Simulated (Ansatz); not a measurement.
**C₂H₃GaS: small, medium and large basis sets**

How large a basis does C₂H₃GaS need? Two functionals are run in growing sets.

The runs use Ansatz 0.2.0, Gaussian basis; one geometry, several basis sets.

The runs, in order: PBE0-D4/def2-SVP; ωB97M-V/def2-SVP; PBE0-D4/def2-QZVPP; ωB97M-V/def2-QZVPP; the functionals' def2-TZVPP values are taken from earlier runs.

### 1 The relaxed structure

All runs share one geometry, relaxed beforehand with PBE0-D4 in a triple-zeta def2 set.

7 atoms, charge 0, spin multiplicity 1.

Atoms are counted from 1 here; the program's logs count them from 0.

Bond lengths: C1–C2 1.323 Å, C1–H5 1.084 Å, C1–H6 1.087 Å, C2–S3 1.805 Å, C2–Ga4 1.891 Å, S3–Ga4 2.208 Å, Ga4–H7 1.530 Å. Angles: C2–C1–H5 120.7°, C2–C1–H6 121.7°, H5–C1–H6 117.6°, C1–C2–S3 132.0°, C1–C2–Ga4 154.7°, S3–C2–Ga4 73.3°, C2–S3–Ga4 55.1°, C2–Ga4–S3 51.5°, C2–Ga4–H7 168.0°, S3–Ga4–H7 140.4°.

### 2 PBE0-D4 in def2-SVP

The input, in.yaml:

```yaml
crystal:
  periodic: [false, false, false]
  atoms:
    - {symbol: C, position_ang: [-0.059066, 1.118425, 0.886405]}
    - {symbol: C, position_ang: [-0.100097, 0.010658, 0.163838]}
    - {symbol: S, position_ang: [-1.007818, -1.534718, 0.374288]}
    - {symbol: Ga, position_ang: [0.371572, -1.097501, -1.293564]}
    - {symbol: H, position_ang: [0.562585, 1.953744, 0.585089]}
    - {symbol: H, position_ang: [-0.641259, 1.228029, 1.797714]}
    - {symbol: H, position_ang: [0.935385, -1.746737, -2.559370]}
basis:
  gaussian: {orbitals: def2-SVP}
hamiltonian: {xc: pbe0, dispersion: d4}
output: {orbitals: {seedname: orbitals}}
```

Launch:

```console
$ ansatz run in.yaml --threads 2 --pin off --events-out ev --progress --plain --max-ram 4352MiB
```

The runs that follow: ωB97M-V in def2-SVP; PBE0-D4 in def2-QZVPP; ωB97M-V in def2-QZVPP.

Q: Predict the results of all the runs planned. Wanted: PBE0-D4: double and triple zeta above quadruple; ωB97M-V: double and triple zeta above quadruple.

As calculated:

| quantity | value |
| --- | --- |
| PBE0-D4: double and triple zeta above quadruple | 14.45, 1.61 eV |
| ωB97M-V: double and triple zeta above quadruple | 14.42, 1.55 eV |

**Reading.** PBE0-D4 gains 12.83 eV from double to triple zeta, then 1.61 eV more. Total energies overstate the basis error of differences, where much of it tends to cancel.
